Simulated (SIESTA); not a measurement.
## PtRh in SIESTA: convergence with k mesh

Slab: PtRh, a slab with vacuum.

```xyz
6
Lattice="2.7405 0.0000 0.0000 -1.3703 2.3734 0.0000 0.0000 0.0000 26.1906" Properties=species:S:1:pos:R:3 pbc="T T T"
Rh    0.0000    1.5822    7.5000
Pt    1.3703    0.7911    9.7381
Rh    0.0000    0.0000   11.9762
Pt    0.0000    1.5822   14.2144
Rh    1.3703    0.7911   16.4525
Pt    0.0000    0.0000   18.6906
```

```yaml
Program: SIESTA 5.4.2
Task: single point
Functional: PBEsol
Potentials_or_basis: PseudoDojo 0.4 standard (PBEsol files)
Basis: DZP (energy shift 0.003 Ry; two zetas on semicore shells)
Grid_cutoff: 800 Ry
Energy_shift: 0.003 Ry
k_mesh: 3 × 3 × 1
Occupations: fermi-dirac, width 0.05 eV
Spin: no spin polarisation
```

These are the settings of the first run; the series varies k mesh, with any setting tied to it.

Hardware: 1 thread of Arm Neoverse V2 (shared host).

```
     k mesh  energy less the tightest run, at zero smearing (meV/atom)  largest force (eV/Å)  SCF cycles  CPU time (s)  peak memory (GiB)
  3 × 3 × 1                                                     473.38                 1.231          29           240               0.67
  4 × 4 × 1                                                    -154.95                 0.693          25           210               0.67
  6 × 6 × 1                                                      -3.22                 0.156          24           210               0.67
  8 × 8 × 1                                                       6.02                 0.186          22           200               0.67
  9 × 9 × 1                                                      -1.69                 0.307          22           220               0.67
11 × 11 × 1                                                       1.61                 0.245          23           230               0.67
14 × 14 × 1                                                       0.00                 0.285          23           250               0.67
```

Not settled before the last step: the energy (to 1 meV/atom), the largest force (to 0.005 eV/Å). Meshes of other sizes hit other points, so gaps and Fermi surfaces needn't settle smoothly. The tightest run that finished is the yardstick and may itself not be fully converged.

Caveat, for the tightest run too: the basis of atomic orbitals isn't converged, which shifts pressures, moduli and gaps. Spin-orbit coupling is left out, which matters for the levels of Pt.
